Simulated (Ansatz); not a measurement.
CaNi2:

```
Ni Ca
1.0
     0.00000    3.56266    3.56266
     3.56266    0.00000    3.56266
     3.56266    3.56266    0.00000
Ni Ca
4 2
Direct
  0.12500 0.12500 0.62500
  0.12500 0.62500 0.12500
  0.62500 0.12500 0.12500
  0.12500 0.12500 0.12500
  0.75000 0.75000 0.75000
  0.50000 0.50000 0.50000
```

The cell is a database's computed one.

```yaml
Program: Ansatz 0.2.0
Task: relaxation of cell and atoms
Functional: RPBE
Potentials_or_basis: Ansatz PAW
Cutoff: "420 eV (not typed: the program's choice for these potentials)"
k_mesh: 7 × 7 × 7
Occupations: fermi-dirac, width 0.05 eV
Spin: collinear spin, ferromagnetic start
Starting_moments: "[1.0, 1.0, 1.0, 1.0, 0.0, 0.0] μB"
```

At the start: volume 15.07 Å³/atom.

**Question.** Where does the relaxation end?

**Answer.** It ends after 5 steps and the volume is 16.17 Å³/atom (+7.3 %); space group Fd-3m (No. 227, to 0.05 Å); moment 0.00 μB per cell.

The path:
| step | energy change (eV) | largest force (eV/Å) | volume (Å³) |
| --- | --- | --- | --- |
| 1 | 0.0000 | 0.0000 | 90.44 |
| 2 | -0.1239 | 0.0000 | 95.72 |
| 3 | -0.1284 | 0.0000 | 96.91 |
| 4 | -0.1284 | 0.0000 | 97.05 |
| 5 | -0.1295 | 0.0000 | 97.05 |

Final structure:
```yaml
crystal:
  lattice:
    - [0.00000, 3.64742, 3.64742]
    - [3.64742, 0.00000, 3.64742]
    - [3.64742, 3.64742, 0.00000]
  atoms:
    - { symbol: Ni, position: [0.12500, 0.12500, 0.62500] }
    - { symbol: Ni, position: [0.12500, 0.62500, 0.12500] }
    - { symbol: Ni, position: [0.62500, 0.12500, 0.12500] }
    - { symbol: Ni, position: [0.12500, 0.12500, 0.12500] }
    - { symbol: Ca, position: [0.75000, 0.75000, 0.75000] }
    - { symbol: Ca, position: [0.50000, 0.50000, 0.50000] }
```

Caveat: the plane-wave basis is chosen anew once the cell has moved, so the energies of steps on either side of that aren't comparable; the PAW data sets come from PBE, with cores solved anew for the run's functional, which leaves a small shift of forces and pressure; the starting moments weren't kept.
